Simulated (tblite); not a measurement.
# BFGeH5NO3: the cost of one run

Computed with tblite 0.8.0 and PySCF 2.14.0; each step states its level. No surroundings beyond the atoms listed, unless a continuum is named. Atoms count from 0, parts from 1.

## (1) Starting point

12 atoms, charge 0, multiplicity 1; geometry: distance geometry start.

## (2) Geometry optimisation with GFN2-xTB

Job settings and geometry (Å):

```
{"job": {"kind": "relax", "xc": "GFN2-xTB", "basis": "xTB"}, "charge": 0, "multiplicity": 1}
Ge     0.338095     1.198075     0.672795
F      1.718079     1.059767     1.765652
O     -0.051084    -0.478640    -0.043133
B     -0.119741    -0.805585    -1.496746
O      1.043666    -1.598217    -2.007066
O     -0.634330     0.247824    -2.410317
N      0.810355     2.389048    -0.775648
H     -0.839419     1.754777     1.427894
H      1.763314    -1.992978    -1.459173
H     -0.264301     0.506032    -3.250357
H      0.394035     3.333051    -0.693723
H      0.835165     1.981542    -1.672738
```

Method: GFN2-xTB geometry optimisation, gas phase.

The run is started by

```
> OMP_NUM_THREADS=1 python cluster_run.py task.json out
```

This one command runs all jobs of the session in turn.

Q: Estimate the wall time of this first job on 1 thread of Arm Neoverse V1, shared host.

About 2.8 s.
